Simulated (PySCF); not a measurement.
# C₄H₉FO₂: magnetic properties

Aim: compute the magnetic properties of C₄H₉FO₂ (`CCO[C@@H](F)OC`).

Computed with PySCF 2.14.0 and routines of our own; the level stands in each step. Atoms count from 0.

1 further run of the same task is left out (for a known fault of the program).

## Step 1: The system as given

16 atoms, charge 0, multiplicity 1; geometry from: GFN2-xTB.

## Step 2: Magnetic properties: GIAO PBE0/pcSseg-1

Job settings and geometry (Å):

```
{"job": {"kind": "mag", "xc": "PBE0", "basis": "pcSseg-1", "isotopologues": 2}, "charge": 0, "multiplicity": 1}
C     -2.848087     0.263291    -0.438339
C     -1.557567    -0.305871     0.121926
O     -0.469327     0.260092    -0.607027
C      0.751156    -0.138211    -0.195583
F      0.926797    -1.504851    -0.479667
O      1.684780     0.585812    -0.854189
C      3.017561     0.336590    -0.440274
H     -2.852268     1.344420    -0.337627
H     -2.932995     0.012967    -1.491321
H     -3.695531    -0.152075     0.099291
H     -1.446282    -0.053185     1.186844
H     -1.537595    -1.397816     0.017911
H      0.874596    -0.100438     0.915008
H      3.308774    -0.694359    -0.658269
H      3.635173     1.025231    -1.010347
H      3.133216     0.527346     0.632359
```

With the program's defaults for keys left out, this is: GIAO PBE0/pcSseg-1 magnetisability, rotational g tensor and spin-rotation constants, non-relativistic, gas phase.

On the command line:

```
OMP_NUM_THREADS=1 python excited_run.py task.json out
```

One launch serves the whole session: the jobs run in the order shown.

Standard output:

```text
coarse grid: 13184 points
cycle   1  E = -407.4327304463  dE =  8.882e-01  |g| = 8.788e-01  |ddm| = 3.258e+00
cycle   2  E = -407.3128456641  dE =  1.199e-01  |g| = 1.237e+00  |ddm| = 1.224e+00
cycle   3  E = -407.5662638022  dE = -2.534e-01  |g| = 6.142e-02  |ddm| = 7.385e-01
cycle   4  E = -407.5667050694  dE = -4.413e-04  |g| = 3.925e-02  |ddm| = 5.270e-02
cycle   5  E = -407.5669783536  dE = -2.733e-04  |g| = 9.219e-03  |ddm| = 2.648e-02
cycle   6  E = -407.5669900698  dE = -1.172e-05  |g| = 3.164e-03  |ddm| = 7.188e-03
cycle   7  E = -407.5669920478  dE = -1.978e-06  |g| = 3.495e-04  |ddm| = 2.110e-03
final grid: 127200 points
cycle   8  E = -407.6369211179  dE = -3.957e-05  |g| = 1.337e-02  |ddm| = 2.307e-02
cycle   9  E = -407.6368940862  dE =  2.703e-05  |g| = 1.839e-02  |ddm| = 1.625e-02
cycle  10  E = -407.6369536055  dE = -5.952e-05  |g| = 1.472e-03  |ddm| = 1.003e-02
cycle  11  E = -407.6369540570  dE = -4.515e-07  |g| = 2.912e-04  |ddm| = 1.277e-03
cycle  12  E = -407.6369540677  dE = -1.074e-08  |g| = 1.282e-04  |ddm| = 2.210e-04
cycle  13  E = -407.6369540701  dE = -2.331e-09  |g| = 2.419e-05  |ddm| = 7.743e-05
cycle  14  E = -407.6369540702  dE = -1.012e-10  |g| = 6.393e-06  |ddm| = 1.956e-05
converged SCF energy = -407.6369540702

Magnetisability tensor (1e-30 J/T^2)
    -1145.18       15.61      -14.82
       15.61    -1084.84        0.99
      -14.82        0.99    -1045.58
isotropic -1091.87   principal values   -1151.01  -1081.20  -1043.38
isotropic susceptibility -65.754 1e-6 cm^3/mol

Inertial axes            a          b          c
rot. const./GHz      7.0705     1.3122     1.1753
chi total           -68.841    -65.321    -63.099
chi diamagnetic    -253.572  -1046.629  -1138.530
chi paramagnetic    184.731    981.308   1075.431
quadrupole/D A       11.605     -8.844     -2.761
g nuclear            0.5835     0.6046     0.5903
g electronic        -0.6136    -0.6050    -0.5938
g total             -0.0301    -0.0003    -0.0035

Spin-rotation constants (kHz, H = +C I.J)
atom  isotope        aa         bb         cc
  4    19F       10.555      1.142      1.014
  7     1H       -0.757      0.029     -0.127
  8     1H       -0.757     -0.149      0.033
  9     1H       -0.139     -0.118     -0.112
 10     1H       -0.673     -0.145      0.057
 11     1H       -0.691      0.060     -0.110
 12     1H       -0.503     -0.148      0.074
 13     1H       -0.632      0.034     -0.104
 14     1H       -0.372     -0.031     -0.092
 15     1H       -0.710     -0.146      0.056
  0    13C*       0.922      0.184      0.170
  1    13C*       1.370      0.302      0.260
  2    17O*      -1.057     -0.173     -0.187
  3    13C*       2.060      0.399      0.368
  5    17O*      -1.189     -0.111     -0.136
  6    13C*       1.051      0.303      0.251
* in the singly substituted isotopologue

Isotopologues: g along a, b, c
2H    at 7,8,9,10,11,12    -0.0257    -0.0003    -0.0030
13C   at 0                 -0.0300    -0.0003    -0.0034
```

It took 22 s on 1 thread of Arm Neoverse V1, shared host; peak memory 0.75 GiB.

From this job:

```
              quantity                      value
       magnetisability           -1092·10⁻³⁰ J/T²
  molar susceptibility         -65.8·10⁻⁶ cm³/mol
rotational g (a, b, c)  -0.0301, -0.0003, -0.0035
```

## Step 3: Magnetic properties: GIAO HF/def2-SVP

Settings changed since step 2:

```diff
@@ -1,2 +1,2 @@
-{"job": {"kind": "mag", "xc": "PBE0", "basis": "pcSseg-1", "isotopologues": 2}, "charge": 0, "multiplicity": 1}
+{"job": {"kind": "mag", "xc": "HF", "basis": "def2-SVP", "scf": {"damp": 0.2}}, "charge": 0, "multiplicity": 1}
 C     -2.848087     0.263291    -0.438339
```

With the program's defaults for keys left out, this is: GIAO HF/def2-SVP magnetisability, rotational g tensor and spin-rotation constants, non-relativistic, gas phase.

Standard output:

```text
damping 0.20 in the first 6 cycles
final grid: 127200 points
cycle   1  E = -405.3790968166  dE =  1.289e+00  |g| = 8.836e-01  |ddm| = 3.690e+00
cycle   2  E = -405.5374843078  dE = -1.584e-01  |g| = 2.690e-01  |ddm| = 7.475e-01
cycle   3  E = -405.5529947793  dE = -1.551e-02  |g| = 9.262e-02  |ddm| = 2.528e-01
cycle   4  E = -405.5550868461  dE = -2.092e-03  |g| = 3.296e-02  |ddm| = 8.080e-02
cycle   5  E = -405.5554231540  dE = -3.363e-04  |g| = 1.350e-02  |ddm| = 3.597e-02
cycle   6  E = -405.5554944193  dE = -7.127e-05  |g| = 5.340e-03  |ddm| = 1.760e-02
cycle   7  E = -405.5555043680  dE = -9.949e-06  |g| = 2.663e-03  |ddm| = 7.869e-03
cycle   8  E = -405.5555062365  dE = -1.868e-06  |g| = 1.031e-03  |ddm| = 2.403e-03
cycle   9  E = -405.5555067772  dE = -5.407e-07  |g| = 1.380e-04  |ddm| = 2.244e-03
cycle  10  E = -405.5555067869  dE = -9.696e-09  |g| = 6.217e-05  |ddm| = 2.967e-04
cycle  11  E = -405.5555067878  dE = -8.799e-10  |g| = 7.002e-06  |ddm| = 5.889e-05
converged SCF energy = -405.5555067878

Magnetisability tensor (1e-30 J/T^2)
    -1176.64       11.44      -10.78
       11.44    -1105.69        3.66
      -10.78        3.66    -1073.94
isotropic -1118.75   principal values   -1179.63  -1104.01  -1072.63
isotropic susceptibility -67.373 1e-6 cm^3/mol

Inertial axes            a          b          c
rot. const./GHz      7.0705     1.3122     1.1753
chi total           -70.763    -66.625    -64.731
chi diamagnetic    -253.535  -1046.161  -1138.639
chi paramagnetic    182.772    979.536   1073.908
quadrupole/D A       11.767     -9.414     -2.353
g nuclear            0.5835     0.6046     0.5903
g electronic        -0.6071    -0.6039    -0.5929
g total             -0.0236     0.0008    -0.0027

Spin-rotation constants (kHz, H = +C I.J)
atom  isotope        aa         bb         cc
  4    19F        6.963      0.795      0.721
  7     1H       -0.785      0.025     -0.130
  8     1H       -0.785     -0.152      0.030
  9     1H       -0.162     -0.122     -0.115
 10     1H       -0.713     -0.150      0.049
 11     1H       -0.729      0.052     -0.116
 12     1H       -0.591     -0.153      0.064
 13     1H       -0.664      0.026     -0.109
 14     1H       -0.404     -0.037     -0.096
 15     1H       -0.743     -0.151      0.049
  0    13C*       0.742      0.150      0.138
  1    13C*       1.109      0.251      0.213
  2    17O*      -0.711     -0.122     -0.136
  3    13C*       1.740      0.335      0.305
  5    17O*      -0.827     -0.074     -0.096
  6    13C*       0.869      0.250      0.205
* in the singly substituted isotopologue
```

Wall time 7.5 s (1 thread of Arm Neoverse V1, shared host); peak memory 0.75 GiB.

Key values:

```
              quantity                     value
       magnetisability          -1119·10⁻³⁰ J/T²
  molar susceptibility        -67.4·10⁻⁶ cm³/mol
rotational g (a, b, c)  -0.0236, 0.0008, -0.0027
```

## Step 4: The levels compared

```
             level  ξ (10⁻³⁰ J/T²)     g(a)     g(b)  gap (eV)  functions   time
GIAO PBE0/pcSseg-1           -1092  -0.0301  -0.0003      9.86        164   22 s
  GIAO HF/def2-SVP           -1119  -0.0236   0.0008     17.37        143  7.5 s
```

## Step 5: What came out

```
                                           quantity                      value
       magnetisability (step 2, GIAO PBE0/pcSseg-1)           -1092·10⁻³⁰ J/T²
  molar susceptibility (step 2, GIAO PBE0/pcSseg-1)         -65.8·10⁻⁶ cm³/mol
rotational g (a, b, c) (step 2, GIAO PBE0/pcSseg-1)  -0.0301, -0.0003, -0.0035
                    magnetisability over the levels  -1119 to -1092·10⁻³⁰ J/T²
```

**Reading.** The magnetisability spreads by 2.4 % over 2 levels, from GIAO HF/def2-SVP (7.5 s) to GIAO PBE0/pcSseg-1 (22 s); the runs took 7.5 s to 22 s. Two levels can agree by chance, so this spread shows no convergence. Vibrational averaging and real surroundings are missing from these values.
